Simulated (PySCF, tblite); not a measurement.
# Ti6H4S14: electronic excitations

Wanted: electronic excitations for Ti6H4S14.

Computed with tblite 0.8.0 and PySCF 2.14.0 and routines of our own; the level stands in each step. Atoms count from 0.

## Step 1: The starting structure

24 atoms, charge 0, multiplicity 1; geometry from: force field, distance geometry or constructed start.

## Step 2: Optimising the geometry with GFN1-xTB

The job: settings as JSON, then the geometry in Å.

```
{"job": {"kind": "relax", "xc": "GFN1-xTB", "basis": "xTB"}, "charge": 0, "multiplicity": 1}
Ti    -2.431800    -1.413400    -0.373500
Ti    -4.144900     1.544100    -0.378800
Ti     4.388500    -1.413900    -0.370900
Ti     0.972600    -1.407200    -0.378100
Ti     2.677300     1.540300    -0.368500
Ti    -0.735000     1.541000    -0.374500
S     -4.141600    -0.425500    -1.805200
S     -2.433300     0.559800     1.059600
S     -4.139000    -2.398100     1.057700
S     -0.734500    -0.428000    -1.800300
S     -0.733800    -2.397200     1.056000
S     -5.849200     0.555100     1.058100
S     -2.440100     2.526600    -1.796900
S      2.680500    -0.427800    -1.804600
S      4.381100     0.562200     1.058300
S      6.086400    -2.395400     1.064400
S      2.678700    -2.394100     1.059000
S      0.972200     0.553700     1.057100
S      0.972700     2.527700    -1.799400
S      2.681100     3.511200     1.060800
H      3.351000     4.389600     0.250400
H      7.084700    -2.580200     0.137100
H     -6.840700     1.488100     0.909500
H     -4.309100    -3.606600     0.427900
```

Command:

```sh
$ OMP_NUM_THREADS=4 python large_run.py task.json out
```

This one command runs all jobs of the session in turn.

The program printed:

```text
step      E/eV     max force
  0   -1689.50177    3.528
  1   -1690.43400    3.053
  2   -1692.34478    1.595
  3   -1692.59032    1.157
  4   -1692.90301    0.811
  5   -1693.05095    0.989
  6   -1693.25823    0.917
  7   -1693.39053    0.626
  8   -1693.45473    0.546
  9   -1693.50015    0.490
 10   -1693.54085    0.423
 11   -1693.56254    0.442
 12   -1693.58601    0.377
 13   -1693.61591    0.424
 14   -1693.65034    0.444
 15   -1693.68683    0.393
 16   -1693.72174    0.406
 17   -1693.75243    0.351
 18   -1693.78722    0.414
 19   -1693.82726    0.458
 20   -1693.86922    0.571
 21   -1693.91835    0.506
 22   -1693.96572    0.440
 23   -1694.01308    0.485
 24   -1694.06407    0.492
 25   -1694.11618    0.469
 26   -1694.16049    0.472
 27   -1694.17384    1.107
 28   -1694.20368    0.717
 29   -1694.22633    0.495
 30   -1694.25071    0.248
 31   -1694.27659    0.280
 32   -1694.29705    0.325
 33   -1694.31786    0.341
 34   -1694.33480    0.271
 35   -1694.35420    0.245
 36   -1694.36485    0.235
 37   -1694.37530    0.183
 38   -1694.38508    0.195
 39   -1694.39619    0.301
 40   -1694.40818    0.300
 41   -1694.42165    0.247
 42   -1694.43110    0.448
 43   -1694.44405    0.240
 44   -1694.45345    0.220
 45   -1694.46702    0.218
 46   -1694.47310    0.167
 47   -1694.48455    0.247
 48   -1694.49010    0.241
 49   -1694.49558    0.159
 50   -1694.50316    0.184
 51   -1694.50714    0.241
 52   -1694.51319    0.197
 53   -1694.51712    0.112
 54   -1694.52075    0.108
 55   -1694.52382    0.164
 56   -1694.52771    0.197
 57   -1694.53187    0.154
 58   -1694.53522    0.154
 59   -1694.53826    0.136
 60   -1694.54184    0.133
 61   -1694.54745    0.142
 62   -1694.55258    0.159
 63   -1694.55806    0.151
 64   -1694.56339    0.165
 65   -1694.57010    0.188
 66   -1694.57593    0.444
 67   -1694.58773    0.300
 68   -1694.59864    0.276
 69   -1694.62121    0.650
 70   -1694.62697    0.273
 71   -1694.64152    0.207
 72   -1694.65225    0.581
 73   -1694.66155    0.275
 74   -1694.67408    0.192
 75   -1694.68631    0.201
 76   -1694.70149    0.203
 77   -1694.71257    0.222
 78   -1694.71834    0.442
 79   -1694.72354    0.154
 80   -1694.72807    0.106
 81   -1694.73343    0.211
 82   -1694.73824    0.255
 83   -1694.74316    0.203
 84   -1694.74761    0.110
 85   -1694.75096    0.105
 86   -1694.75333    0.094
 87   -1694.75512    0.083
 88   -1694.75664    0.092
 89   -1694.75784    0.081
 90   -1694.75891    0.074
 91   -1694.75975    0.058
 92   -1694.76066    0.054
 93   -1694.76125    0.056
 94   -1694.76203    0.061
 95   -1694.76278    0.056
 96   -1694.76360    0.051
 97   -1694.76430    0.056
 98   -1694.76488    0.061
 99   -1694.76529    0.052
100   -1694.76560    0.037
101   -1694.76586    0.028
102   -1694.76610    0.029
103   -1694.76633    0.030
104   -1694.76654    0.030
105   -1694.76677    0.028
106   -1694.76701    0.031
107   -1694.76724    0.033
108   -1694.76749    0.029
109   -1694.76780    0.037
110   -1694.76818    0.044
111   -1694.76863    0.047
112   -1694.76904    0.046
113   -1694.76937    0.040
114   -1694.76965    0.046
115   -1694.76995    0.051
116   -1694.77033    0.053
117   -1694.77076    0.048
118   -1694.77117    0.036
119   -1694.77150    0.039
120   -1694.77174    0.043
121   -1694.77196    0.039
122   -1694.77217    0.042
123   -1694.77226    0.067
124   -1694.77253    0.032
125   -1694.77273    0.033
126   -1694.77301    0.032
127   -1694.77323    0.029
128   -1694.77347    0.042
129   -1694.77372    0.050
130   -1694.77402    0.046
131   -1694.77430    0.047
132   -1694.77461    0.039
133   -1694.77491    0.054
134   -1694.77525    0.043
135   -1694.77535    0.156
136   -1694.77599    0.049
137   -1694.77654    0.047
138   -1694.77752    0.107
139   -1694.77809    0.059
140   -1694.77939    0.092
141   -1694.78077    0.081
142   -1694.78092    0.170
143   -1694.78185    0.056
144   -1694.78231    0.051
145   -1694.78384    0.068
146   -1694.78444    0.076
147   -1694.78593    0.077
148   -1694.78677    0.061
149   -1694.78719    0.121
150   -1694.78775    0.048
151   -1694.78814    0.044
152   -1694.78889    0.038
153   -1694.78944    0.044
154   -1694.79008    0.046
155   -1694.79050    0.038
156   -1694.79080    0.030
157   -1694.79106    0.032
158   -1694.79135    0.042
159   -1694.79167    0.041
160   -1694.79207    0.041
161   -1694.79233    0.042
162   -1694.79278    0.050
163   -1694.79323    0.050
164   -1694.79371    0.048
165   -1694.79414    0.039
166   -1694.79457    0.050
167   -1694.79509    0.063
168   -1694.79567    0.084
169   -1694.79652    0.061
170   -1694.79755    0.055
171   -1694.79799    0.041
172   -1694.79846    0.058
173   -1694.79885    0.082
174   -1694.79933    0.041
175   -1694.80010    0.046
176   -1694.80080    0.065
177   -1694.80146    0.069
178   -1694.80211    0.053
179   -1694.80266    0.042
180   -1694.80320    0.044
181   -1694.80382    0.054
182   -1694.80469    0.062
183   -1694.80575    0.097
184   -1694.80668    0.154
185   -1694.80792    0.097
186   -1694.80913    0.051
187   -1694.81012    0.051
188   -1694.81148    0.056
189   -1694.81230    0.086
190   -1694.81293    0.065
191   -1694.81377    0.144
192   -1694.81477    0.116
193   -1694.81924    0.128
194   -1694.82097    0.057
195   -1694.82263    0.062
196   -1694.82354    0.085
197   -1694.82417    0.102
198   -1694.82506    0.112
199   -1694.82637    0.080
200   -1694.82847    0.081
201   -1694.83048    0.091
202   -1694.83269    0.112
203   -1694.83538    0.097
204   -1694.83772    0.090
205   -1694.83934    0.068
206   -1694.84030    0.066
207   -1694.84121    0.077
208   -1694.84233    0.077
209   -1694.84429    0.067
210   -1694.84561    0.064
211   -1694.84713    0.056
212   -1694.84814    0.056
213   -1694.84896    0.053
214   -1694.84973    0.051
215   -1694.85045    0.046
216   -1694.85096    0.059
217   -1694.85132    0.036
218   -1694.85173    0.037
219   -1694.85238    0.040
220   -1694.85319    0.052
221   -1694.85389    0.048
222   -1694.85433    0.035
223   -1694.85460    0.032
224   -1694.85487    0.036
225   -1694.85532    0.042
226   -1694.85609    0.053
227   -1694.85697    0.050
228   -1694.85770    0.036
229   -1694.85809    0.040
230   -1694.85830    0.040
231   -1694.85851    0.044
232   -1694.85883    0.036
233   -1694.85930    0.041
234   -1694.85994    0.046
235   -1694.86065    0.048
236   -1694.86127    0.051
237   -1694.86176    0.029
238   -1694.86204    0.040
239   -1694.86229    0.031
240   -1694.86254    0.029
241   -1694.86288    0.031
242   -1694.86333    0.040
243   -1694.86381    0.039
244   -1694.86416    0.032
245   -1694.86439    0.026
246   -1694.86457    0.021
247   -1694.86472    0.029
248   -1694.86481    0.016
```

It took 15 s on 4 threads of Arm Neoverse V1, shared host; peak memory 0.16 GiB.

The steps of the relaxation:

```csv
step,energy from step 0 (eV),largest force (eV/Å)
0,0.0000,3.5283
1,-0.9322,3.0532
2,-2.8430,1.5952
3,-3.0885,1.1568
4,-3.4012,0.8113
5,-3.5492,0.9883
6,-3.7565,0.9165
7,-3.8888,0.6258
8,-3.9530,0.5455
29,-4.7246,0.4954
50,-5.0014,0.1841
72,-5.1505,0.5815
93,-5.2595,0.0559
115,-5.2682,0.0503
136,-5.2742,0.0491
158,-5.2896,0.0419
179,-5.3009,0.0413
201,-5.3287,0.0919
222,-5.3526,0.0353
244,-5.3624,0.0318
245,-5.3626,0.0257
246,-5.3628,0.0209
247,-5.3629,0.0289
248,-5.3630,0.0164
```

Distances of close pairs at the start and the end, largest changes first:

```
   bond  before (Å)  after (Å)  change (Å)
Ti0–Ti1       3.418      2.990      -0.428
Ti2–Ti4       3.414      3.001      -0.413
Ti1–Ti5       3.410      3.087      -0.323
Ti2–Ti3       3.416      3.100      -0.316
Ti2–S14       2.439      2.189      -0.250
 Ti1–S6       2.432      2.190      -0.242
Ti0–Ti5       3.407      3.169      -0.238
Ti2–S16       2.435      2.217      -0.218
```

The end geometry stands in the next job.

## Step 3: Electronic excitations: TDA PBE0/def2-SVP

The job: settings as JSON, then the geometry in Å.

```
{"job": {"kind": "uv", "basis": "def2-SVP", "grid": 1, "kgrid": 0, "vcut": 1.5, "nstates": 6, "ntriplets": 2, "tda": true, "delta": [], "pop": true, "xc": "PBE0"}, "charge": 0, "multiplicity": 1}
Ti    -2.581687    -1.385788    -0.197396
Ti    -3.970350     1.251927    -0.431822
Ti     3.990444    -1.300346     0.242369
Ti     0.894944    -1.362279     0.083296
Ti     2.571663     1.342496     0.337116
Ti    -0.895265     1.296648    -0.162542
S     -4.148993    -0.532801    -1.688998
S     -2.671439     0.394768     1.276104
S     -4.106440    -2.907230     0.538761
S     -0.701257    -0.462425    -1.544058
S     -0.862391    -2.697654     0.561312
S     -5.870275     2.247193     0.213698
S     -2.439651     2.671383    -1.159912
S      2.659463    -0.257308    -1.312584
S      4.136052     0.314772     1.712594
S      5.926052    -2.096438    -0.556480
S      2.496842    -2.861538     0.740531
S      0.697805     0.327194     1.534553
S      0.838869     2.688509    -0.411333
S      4.060972     3.009011    -0.091637
H      3.348289     3.956569    -0.670614
H      6.832586    -1.237465    -0.126876
H     -6.818347     1.388418    -0.112752
H     -3.394027    -3.775859     1.231703
```

With the program's defaults for keys left out, this is: TDA PBE0/def2-SVP, vertical, gas phase, core orbitals frozen in the response, virtual orbitals cut by energy.

The program printed:

```text
start: PBE on a coarse grid of 135109 points
cycle   1  E = -10668.7704416573  dE =  3.346e+00  |g| = 8.780e-01  |ddm| = 7.836e+00
cycle   2  E = -10663.9666448169  dE =  4.804e+00  |g| = 5.126e+00  |ddm| = 4.134e+00
cycle   3  E = -10668.4967467808  dE = -4.530e+00  |g| = 1.330e+00  |ddm| = 3.784e+00
cycle   4  E = -10668.5643470059  dE = -6.760e-02  |g| = 1.356e+00  |ddm| = 2.340e+00
cycle   5  E = -10668.8533597464  dE = -2.890e-01  |g| = 7.964e-01  |ddm| = 1.022e+00
cycle   6  E = -10668.9770985097  dE = -1.237e-01  |g| = 3.449e-01  |ddm| = 5.880e-01
cycle   7  E = -10668.9950753569  dE = -1.798e-02  |g| = 2.158e-01  |ddm| = 3.545e-01
cycle   8  E = -10669.0001896060  dE = -5.114e-03  |g| = 1.607e-01  |ddm| = 2.451e-01
cycle   9  E = -10669.0071892275  dE = -7.000e-03  |g| = 3.640e-02  |ddm| = 1.650e-01
cycle  10  E = -10669.0069502045  dE =  2.390e-04  |g| = 4.901e-02  |ddm| = 6.905e-02
cycle  11  E = -10669.0074524802  dE = -5.023e-04  |g| = 2.319e-02  |ddm| = 5.016e-02
cycle  12  E = -10669.0075905431  dE = -1.381e-04  |g| = 6.779e-03  |ddm| = 2.662e-02
final grid: 135109 points
cycle  13  E = -10669.3108611407  dE =  1.019e-01  |g| = 6.840e-01  |ddm| = 8.300e-01
cycle  14  E = -10662.9954034750  dE =  6.315e+00  |g| = 5.684e+00  |ddm| = 4.293e+00
cycle  15  E = -10669.3492705813  dE = -6.354e+00  |g| = 6.034e-01  |ddm| = 3.292e+00
cycle  16  E = -10669.3998986808  dE = -5.063e-02  |g| = 4.110e-01  |ddm| = 5.966e-01
cycle  17  E = -10669.4419511576  dE = -4.205e-02  |g| = 8.423e-02  |ddm| = 3.684e-01
cycle  18  E = -10669.4439790592  dE = -2.028e-03  |g| = 2.569e-02  |ddm| = 9.810e-02
cycle  19  E = -10669.4439962199  dE = -1.716e-05  |g| = 2.522e-02  |ddm| = 4.218e-02
cycle  20  E = -10669.4441595741  dE = -1.634e-04  |g| = 4.494e-03  |ddm| = 2.584e-02
cycle  21  E = -10669.4441657180  dE = -6.144e-06  |g| = 3.693e-03  |ddm| = 7.706e-03
cycle  22  E = -10669.4441669058  dE = -1.188e-06  |g| = 2.046e-03  |ddm| = 4.575e-03
cycle  23  E = -10669.4441661580  dE =  7.478e-07  |g| = 5.947e-04  |ddm| = 2.452e-03
cycle  24  E = -10669.4441749911  dE = -8.833e-06  |g| = 3.592e-04  |ddm| = 1.075e-03
cycle  25  E = -10669.4441772941  dE = -2.303e-06  |g| = 4.820e-04  |ddm| = 8.832e-04
cycle  26  E = -10669.4441723998  dE =  4.894e-06  |g| = 1.431e-04  |ddm| = 5.012e-04
cycle  27  E = -10669.4441712264  dE =  1.173e-06  |g| = 3.323e-04  |ddm| = 4.188e-04
cycle  28  E = -10669.4441723983  dE = -1.172e-06  |g| = 8.947e-05  |ddm| = 3.291e-04
converged SCF energy = -10669.4441723983

Static polarisability (au): isotropic 482.985, principal 251.142 462.407 735.406

Singlet excitations
state   eV       nm        f      main configurations
  1   2.1365    580.3   0.00393   H->L 0.45, H-1->L 0.37
  2   2.1706    571.2   0.00122   H->L+1 0.54, H->L+2 0.11, H-1->L 0.10
  3   2.1865    567.0   0.00147   H->L+2 0.69
  4   2.2211    558.2   0.00409   H-1->L+2 0.25, H->L+3 0.15, H->L 0.09
  5   2.2590    548.8   0.00086   H-2->L 0.21, H-1->L+2 0.17, H-3->L 0.13
  6   2.2845    542.7   0.00051   H->L+4 0.52, H->L+3 0.10

Triplet excitations (Tamm-Dancoff, eV): 2.0016 2.0054
```

Run time: 1.8 min. Hardware: 4 threads of Arm Neoverse V1, shared host; peak memory 2.9 GiB.

Frontier orbitals and where they lie:

| orbital | eV | atoms |
| --- | --- | --- |
| HOMO−4 | -8.06 | S19 17 %, S18 16 %, S10 12 % |
| HOMO−3 | -7.95 | S8 23 %, S19 16 %, S16 9 % |
| HOMO−2 | -7.80 | S8 19 %, S18 12 %, S19 11 % |
| HOMO−1 | -7.69 | S10 20 %, S9 12 %, S19 10 % |
| HOMO | -7.59 | S19 22 %, S18 19 %, S10 13 % |
| LUMO | -4.39 | Ti0 34 %, Ti1 19 %, Ti3 12 % |
| LUMO+1 | -4.31 | Ti4 26 %, Ti2 14 %, Ti0 14 % |
| LUMO+2 | -4.30 | Ti5 25 %, Ti3 22 %, Ti4 17 % |
| LUMO+3 | -4.21 | Ti5 25 %, Ti0 20 %, Ti4 13 % |

With each of the 6 states as a Gaussian band of 0.4 eV half-width at 1/e, the curve within the window shown has maxima at 567 nm (ε 480) L/(mol cm). Beyond the last state computed it falls off for lack of states. The curve at chosen wavelengths:

```tsv
nm	ε (L/mol/cm)
480	187
493	252
506	318
519	378
532	427
545	461
558	480
572	482
585	469
598	445
611	414
624	377
637	338
650	298
663	260
676	224
689	192
702	163
715	137
729	113
742	94
755	78
768	64
781	53
794	44
807	36
```

Further results of this job:

```
           property  computed
  dipole moment (D)      0.37
polarisability (Å³)     71.57
 HOMO–LUMO gap (eV)      3.19
      −ε(HOMO) (eV)      7.59
```

## Step 4: What came out

| quantity | value |
| --- | --- |
| lowest singlet (PBE0/def2-SVP) | 2.14 eV (580 nm), f = 0.004 |
| brightest single state of those computed | state 4, 2.22 eV, f = 0.004 |
| lowest triplet | 2.00 eV |

What this shows: The lowest singlet, at 2.14 eV, is HOMO→LUMO 0.45, HOMO−1→LUMO 0.37 and is weak; of the 6 states computed, the strongest absorption comes from state 4 at 2.22 eV. The lowest triplet lies 0.13 eV below the lowest singlet.
